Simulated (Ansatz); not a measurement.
# GaP2: the cost of one run

Method: DFT PBE, scalar-relativistic, plane waves, PAW, in Ansatz 0.2.0.

## Step 1: The system as given

The structure is tetragonal, space group I4/mcm (No. 140). Conventional cell: a = 6.329 Å, b = 6.329 Å, c = 5.268 Å, α = 90.00°, β = 90.00°, γ = 90.00°. Ga (site symmetry 422) has 2 Ga at 2.63 Å and 8 P at 2.70 Å as nearest neighbours. Around P (site symmetry m2m) lie 4 Ga at 2.70 Å.

As a file:

```cif
data_structure
_symmetry_space_group_name_H-M 'I4/mcm'
_symmetry_Int_Tables_number 140
_cell_length_a 6.3289
_cell_length_b 6.3289
_cell_length_c 5.2682
_cell_angle_alpha 90.000
_cell_angle_beta 90.000
_cell_angle_gamma 90.000
_cell_volume 211.02
loop_
_atom_site_label
_atom_site_type_symbol
_atom_site_symmetry_multiplicity
_atom_site_Wyckoff_symbol
_atom_site_fract_x
_atom_site_fract_y
_atom_site_fract_z
_atom_site_occupancy
Ga1 Ga 4 a 0.00000 0.00000 0.25000 1
P1 P 8 h 0.16700 0.66700 0.00000 1
```

(A quick probe on a coarse mesh, which set the mesh and smearing, is not shown.)

## Step 3: Full relaxation

input.yaml

```yaml
crystal:
  lattice:
    - [-3.1644635749, 3.1644635749, 2.6341031416]
    - [3.1644635749, -3.1644635749, 2.6341031416]
    - [3.1644635749, 3.1644635749, -2.6341031416]
  atoms:
    - { symbol: Ga, position: [0.25, 0.25, 0.0] }
    - { symbol: Ga, position: [0.75, 0.75, 0.0] }
    - { symbol: P, position: [0.667, 0.167, 0.834] }
    - { symbol: P, position: [0.167, 0.333, 0.5] }
    - { symbol: P, position: [0.333, 0.833, 0.166] }
    - { symbol: P, position: [0.833, 0.667, 0.5] }
basis:
  ecutwfc: 420
kpoints:
  mp_grid: { grid: [10, 10, 10] }
hamiltonian:
  xc: pbe
scf:
  occupations: { method: gaussian, width: 0.1 }
output:
  forces: true
  stress: true
  eigenvalues: true
relax:
  adjacent_minimum: "off"
  f_tol: 0.01
  max_steps: 80
  cell: { stress_tol: 0.05 }
```

Run with:

```bash
$ ansatz run input.yaml --threads 1 --pin off --max-ram 2560MiB --backend cpu --events-out ev --progress --plain --runs-dir out
```

What time and memory should one allow on 1 thread of Intel Xeon 6975P-C (Granite Rapids), shared host?

About 3.5 min, with a peak of 0.56 GiB.
